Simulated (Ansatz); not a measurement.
The system is Ta3AsAu2O13.

```xyz
19
Lattice="5.8867 0.0000 0.0000 2.1999 5.9141 0.0000 1.8511 1.7387 7.5612" Properties=species:S:1:pos:R:3 pbc="T T T"
Ta    3.5277    1.3160    4.4372
Ta    8.4178    4.9827    5.7729
Ta    1.3628    1.9465    1.4293
As    2.4231    5.3064    0.2074
Au    3.4839    4.6592    2.8842
Au    6.1205    3.7050    4.3004
O     2.5978    3.8074    1.2502
O     5.5381    0.8840    0.8829
O     5.2555    7.1547    6.3269
O     8.6768    6.4960    6.9563
O     6.8740    5.5793    4.1349
O     3.0284    3.4459    4.4876
O     3.9928    5.7779    1.3008
O     5.2710    1.9508    4.6573
O     3.4494    3.9716    7.1031
O     2.8087    1.6387    2.7018
O     3.9884    5.7860    4.4874
O     6.7104    4.2028    6.1533
O     6.0937    3.0477    2.3580
```

The cell was built by a generator and needn't be a form met in nature.

Base run:

* Program: Ansatz 0.2.0
* Functional: PBE
* Potentials or basis: Ansatz PAW
* Cutoff: 420 eV
* Density cutoff: 1680 eV
* k mesh: 5 × 5 × 4
* Occupations: fermi-dirac, width 0.05 eV
* Spin: no spin polarisation

Its results: band gap on the k mesh 1.60 eV, indirect (least direct gap 1.64 eV); pressure 0.0 GPa; largest force 0.009 eV/Å.

Q: The run is repeated on the same cell with these changes: functional from PBE to BLYP. What comes out?

A: Band gap on the k mesh 1.62 eV, indirect (least direct gap 1.65 eV); pressure 5.0 GPa; largest force 0.383 eV/Å.

BLYP binds less tightly than PBE, so the same cell stands under more pressure.

Caveats: spin-orbit coupling is left out, which moves the levels of the heavy elements; odd divisions of the mesh miss points on the zone boundary, where band edges often lie, so the gap on the mesh can be too wide (some runs); the potentials were made for another functional, which shifts forces and pressure (some runs); the PAW data sets come from PBE, with cores solved anew for the run's functional, which leaves a small shift of forces and pressure (some runs).

Not every run made on this cell is shown here.
